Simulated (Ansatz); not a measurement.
# VClO: the cost of one run

Method: DFT PBEsol+U (U = 4 eV, J = 0.7 eV on V d), plane waves, PAW, in Ansatz 0.2.0.

1 further run of the same task is left out (it didn't finish).

## Step 1: The system as given

It takes space group Pmmn (No. 59, orthorhombic). The conventional cell has a = 3.300 Å, b = 3.780 Å, c = 7.910 Å, α = 90.00°, β = 90.00°, γ = 90.00°. V (site symmetry mm2) is surrounded by 4 O at 1.97 to 2.08 Å and 2 Cl at 2.36 Å. Around Cl (site symmetry mm2) lie 2 V at 2.36 Å. Around O (site symmetry mm2) lie 4 V at 1.97 to 2.08 Å.

As a file:

```
CELL_PARAMETERS angstrom
3.30000 0.00000 0.00000
0.00000 3.78000 0.00000
0.00000 0.00000 7.91000
ATOMIC_POSITIONS crystal
V 0.00000 0.50000 0.11480
V 0.50000 0.00000 0.88520
Cl 0.50000 0.50000 0.32790
Cl 0.00000 0.00000 0.67210
O 0.50000 0.50000 0.95420
O 0.00000 0.00000 0.04580
```

## Step 2: Ferromagnetic start, free, symmetry kept, no search

Contents of input.yaml:

```yaml
crystal:
  lattice:
    - [3.29999955, 0.0, 0.0]
    - [0.0, 3.77999949, 0.0]
    - [0.0, 0.0, 7.90999893]
  atoms:
    - { symbol: V, position: [0.0, 0.5, 0.1148], spin: 2.0 }
    - { symbol: V, position: [0.5, 0.0, 0.8852], spin: 2.0 }
    - { symbol: Cl, position: [0.5, 0.5, 0.3279] }
    - { symbol: Cl, position: [0.0, 0.0, 0.6721] }
    - { symbol: O, position: [0.5, 0.5, 0.9542] }
    - { symbol: O, position: [0.0, 0.0, 0.0458] }
basis:
  ecutwfc: 420
  ecutrho_ratio: 4
kpoints:
  mp_grid: { grid: [6, 5, 3] }
hamiltonian:
  xc: pbesol
  hubbard:
    sites:
      - { site: 0, l: d, u: 4.0, j: 0.7 }
      - { site: 1, l: d, u: 4.0, j: 0.7 }
scf:
  occupations: { method: gaussian, width: 0.05 }
  lower_state_search: "off"
  max_iter: 150
output:
  forces: true
  stress: true
  eigenvalues: true
  populations: true
  hubbard: { sites: [{ site: 0, l: d }, { site: 1, l: d }] }
magnetization:
  spin_polarized: true
```

Launch:

```sh
$ ansatz run input.yaml --threads 4 --pin off --max-ram 6144MiB --backend cpu --events-out ev --progress --plain --runs-dir out
```

Q: Estimate wall time and peak memory on 4 threads of Arm Neoverse V2, shared host.

About 5.6 s, with a peak of 0.55 GiB.
